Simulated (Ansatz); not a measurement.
# ZnSe: the cost of one run

Method: DFT r²SCAN, frozen-core PAW, scalar-relativistic unless said, in Ansatz 0.2.0.

1 further run of the same task is left out (it didn't finish).

## Step 1: The structure to begin with

Symmetry: F-43m, No. 216, cubic system. Conventional cell: a = 5.668 Å, b = 5.668 Å, c = 5.668 Å, α = 90.00°, β = 90.00°, γ = 90.00°. Zn (site symmetry -43m) has 4 Se at 2.45 Å as nearest neighbours. Around Se (site symmetry -43m) lie 4 Zn at 2.45 Å.

Structure file:

```
CELL_PARAMETERS angstrom
0.00000 2.83380 2.83380
2.83380 0.00000 2.83380
2.83380 2.83380 0.00000
ATOMIC_POSITIONS crystal
Zn 0.00000 0.00000 0.00000
Se 0.75000 0.75000 0.75000
```

Cartesian axes are those of the input's lattice vectors. The structure goes back to a database entry.

## Step 2: Cell and atoms relaxed, PAW

Input file input.yaml:

```yaml
crystal:
  lattice:
    - [0.0, 2.8338, 2.8338]
    - [2.8338, 0.0, 2.8338]
    - [2.8338, 2.8338, 0.0]
  atoms:
    - { symbol: Zn, position: [0.0, 0.0, 0.0] }
    - { symbol: Se, position: [0.75, 0.75, 0.75] }
kpoints:
  mp_grid: { grid: [12, 12, 12] }
scf:
  occupations: { method: fermi_dirac, width: 0.05 }
hamiltonian:
  xc: r2scan
  pseudopotentials: { kind: paw }
relax:
  f_tol: 0.002
  max_steps: 80
  cell: {}
output:
  forces: true
  stress: true
```

On the command line:

```console
$ ansatz run input.yaml --threads 1 --pin off --max-ram 3072MiB --backend cpu --events-out ev --progress --plain --runs-dir out
```

**Question.** How long does this run take on 1 thread of Intel Xeon Platinum 8488C (Sapphire Rapids), shared host, and how much memory does it need?

About 26 s, with a peak of 0.56 GiB.
